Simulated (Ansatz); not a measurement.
# BOF (SMILES O=BF) at B3LYP/6-31G(d) (Cartesian functions)

What is the electronic atomisation energy of BOF at B3LYP/6-31G* (Cartesian functions)? 

The calculation is run with Ansatz 0.2.0.

54 further runs of the same task are left out: 9 that didn't finish, 45 set aside as unsound or not needed.

### 1 The molecule

BOF: 3 atoms, total charge 0, spin state singlet. SMILES: `O=BF`. Geometry: relaxed at PBE0-D4/def2-TZVP.

Bond lengths: O1–B2 1.206 Å, B2–F3 1.282 Å. Angles: O1–B2–F3 180.0°.

### 2 A single-point energy at B3LYP/6-31G(d) (Cartesian functions)

Input file in.yaml:

```yaml
crystal:
  periodic: [false, false, false]
  atoms:
    - {symbol: O, position_ang: [0.983100, -0.565100, 0.479900]}
    - {symbol: B, position_ang: [0.020300, -0.011600, 0.009900]}
    - {symbol: F, position_ang: [-1.003400, 0.576800, -0.489800]}
basis:
  gaussian:
    orbitals: "6-31G*"
hamiltonian:
  xc: {name: B3LYP}
accuracy: high
output: {orbitals: {seedname: orbitals}}
```

Launch:

```sh
$ ansatz run in.yaml --threads 1 --pin off --max-ram 3480MiB --events-out events.jsonl --progress --plain --runs-dir runs
```

The log of the run:

```text
Warning: RAYON_NUM_THREADS=1 ignored (pool sized by the plan → 1); use --threads N
Functional definition: B3LYP
  name "B3LYP"
  parameter a0 = 0.2
  parameter ax = 0.72
  parameter ac = 0.81
  exchange = (1 - a0 - ax)*slater_x + ax*b88_x + a0*exact_x
  correlation = (1 - ac)*vwn_rpa_c + ac*lyp_c
792 factors; integrals over basis functions are off by at most 3.0e-9 eV
mean field evaluation 1: about -5436.4545 eV, gradient 5.8e1 eV
mean field evaluation 2: about -5405.3258 eV, gradient 1.4e2 eV
mean field evaluation 4: about -5442.1664 eV, gradient 8.3e0 eV
mean field evaluation 8: about -5442.2645 eV, gradient 3.5e-2 eV
mean field evaluation 16: about -5442.2645 eV, gradient 1.8e-7 eV
mean field -5442.26447643 eV, -199.9995306096 hartree, gradient 3.8e-9 eV, S^2 0.000000; 0 other end points of the search recorded, 0 dependent functions left out
reference -5442.26449830 eV, -199.9995314133 hartree; 11, 11 occupied and 34, 34 virtual orbitals, 792 factors
Total energy: -5442.26449830 eV, -199.9995314133 hartree
```

It took 1.2 s on 1 thread of Arm Neoverse V2, shared host; peak memory 0.099 GiB.

### 3 The B atom

Input file run.yaml:

```yaml
crystal:
  periodic: [false, false, false]
  atoms:
    - {symbol: B, position_ang: [0.000000, 0.000000, 0.000000]}
basis:
  gaussian:
    orbitals: "6-31G*"
magnetization:
  spin_polarized: true
  initial_magnetization: 1
hamiltonian:
  xc: {name: B3LYP}
accuracy: high
```

Run the same way, it converges to -24.65435 Eh (log not shown).

### 4 The F atom, same level

Edit run.yaml of step 3 so:

```diff
@@ -3,3 +3,4 @@
   atoms:
-    - {symbol: B, position_ang: [0.000000, 0.000000, 0.000000]}
+    - symbol: F
+      position_ang: [0.000000, 0.000000, 0.000000]
 basis:
```

Run the same way, it converges to -99.71554 Eh (log not shown).

### 5 The O atom at the same level

Input file in.yaml:

```yaml
crystal:
  periodic: [false, false, false]
  atoms:
    - {symbol: O, position_ang: [0.000000, 0.000000, 0.000000]}
basis:
  gaussian:
    orbitals: "6-31G*"
magnetization:
  spin_polarized: true
  initial_magnetization: 2
accuracy: high
hamiltonian:
  xc: {name: B3LYP}
```

Launch:

```sh
$ ansatz run in.yaml --threads 1 --pin off --max-ram 3480MiB --events-out events.jsonl --progress --plain --runs-dir runs
```

The log of the run (excerpt; [...] marks lines left out):

```text
Warning: RAYON_NUM_THREADS=1 ignored (pool sized by the plan → 1); use --threads N
[... 7 set-up lines as earlier in the session ...]
99 factors; integrals over basis functions are off by at most 1.3e-9 eV
mean field evaluation 1: about -2042.3925 eV, gradient 5.6e0 eV
mean field evaluation 2: about -2042.4637 eV, gradient 3.3e0 eV
mean field evaluation 4: about -2042.5037 eV, gradient 1.9e-2 eV
mean field evaluation 8: about -2042.5036 eV, gradient 2.5e-4 eV
mean field -2042.50355088 eV, -75.0606210362 hartree, gradient 1.1e-8 eV, S^2 2.002334; 0 other end points of the search recorded, 0 dependent functions left out
reference -2042.50356160 eV, -75.0606214301 hartree; 5, 3 occupied and 10, 12 virtual orbitals, 99 factors
Total energy: -2042.50356160 eV, -75.0606214301 hartree
```

Run time: 0.28 s. Hardware: 1 thread of Arm Neoverse V2, shared host.

### 6 Outcome

At B3LYP/6-31G* (Cartesian functions):

```
                     quantity          value
       molecule: total energy  -199.99953 Eh
        molecule: HOMO energy       -9.57 eV
        molecule: LUMO energy        0.62 eV
      molecule: HOMO–LUMO gap       10.19 eV
         B atom: total energy   -24.65435 Eh
                 B atom: ⟨S²⟩          0.752
         F atom: total energy   -99.71554 Eh
                 F atom: ⟨S²⟩          0.751
         O atom: total energy   -75.06062 Eh
                 O atom: ⟨S²⟩          2.002
electronic atomisation energy      15.484 eV
```

What this shows: Taking the molecule apart into free atoms costs 15.48 eV (357 kcal/mol), before zero-point energy and without spin-orbit coupling.
